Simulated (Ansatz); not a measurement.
# Ag+ with Cl−: structure and interaction energy

The task here is to estimate one member of a computed series from the others.

Computed with Ansatz 0.2.0, Gaussian basis. Level: PBE0-D4 structure, single points in def2-TZVPPD.

Levels: PBE-D4, revPBE-D4, BLYP-D4, r2SCAN-D4, B97M-V, PBE0-D4, B3LYP-D4, HSE06-D4, wB97X-V, wB97M-V, B2PLYP, Hartree-Fock, MP2, CCSD, CCSD(T). The reference is CCSD(T) extrapolated to the basis limit. For elements past Ar these valence bases correlate outer-core shells poorly, so that limit is rough.

Correlated methods freeze the cores. Filled d shells of the heavier atoms are correlated. Core potentials replace the inner electrons past krypton, and spin-orbit coupling is left out. B3LYP uses VWN-RPA correlation. B2PLYP carries no dispersion term here.

150 further runs of the same task are left out: 150 set aside as unsound or not needed.

## The starting structure

The pair, from a GFN2-xTB docking trial: 2 atoms, charge 0, spin multiplicity 1.

Atoms are counted from 1 here; the program's logs count them from 0.

Bond lengths: Ag1–Cl2 2.217 Å.

Coordinates:

```mol
AgCl
  3D, bonds by distance, orders not assigned

  2  1  0  0  0  0  0  0  0  0999 V2000
    0.0000    0.0000   -1.1084 Ag  0  0
    0.0000    0.0000    1.1084 Cl  0  0
  1  2  8  0
M  END
```

Atoms 1 to 1 are fragment A (Ag+), the rest fragment B (Cl−).

Set-up of the first run:

File pre/in.yaml:

```yaml
crystal:
  periodic: [false, false, false]
  atoms:
    - {symbol: Ag, position_ang: [0.000000, 0.000000, -1.108400]}
    - {symbol: Cl, position_ang: [0.000000, 0.000000, 1.108400]}
basis:
  gaussian: {orbitals: def2-SVP}
hamiltonian: {xc: pbe, dispersion: d4}
relax: {f_tol: 0.03, max_steps: 250}
```

Run with:

```sh
$ ansatz run in.yaml --threads 2 --pin off --events-out ev --progress --plain --max-ram 5222MiB
```

Among the steps run: A first relaxation in a small basis; Relaxation at PBE0-D4; wB97X-V/def2-TZVPPD; wB97M-V/def2-TZVPPD; B2PLYP/def2-TZVPPD; B97M-V/def2-TZVPPD; CCSD(T)/def2-TZVPPD; SPW92/def2-SVP; wB97M-V/def2-SVP; CCSD(T)/def2-SVP; Vibrations of the pair.

One table of the session follows, with a row left open; its other results are not shown here.

| method | interaction (meV) |
| --- | --- |
| PBE-D4 | -7554 |
| revPBE-D4 | -7346 |
| BLYP-D4 | -7471 |
| r2SCAN-D4 | -7473 |
| B97M-V | -7316 |
| PBE0-D4 | -7240 |
| B3LYP-D4 | -7255 |
| HSE06-D4 | -7243 |
| wB97X-V | -7038 |
| wB97M-V | -7023 |
| B2PLYP | -7092 |
| Hartree-Fock | ? |
| MP2 | -6990 |
| CCSD | -6780 |
| CCSD(T) | -6885 |
| CCSD(T)/CBS | -7190 |

**Question.** Estimate the row for Hartree-Fock.

As computed: interaction (meV): -6131. In the column «interaction (meV)» it is the highest.
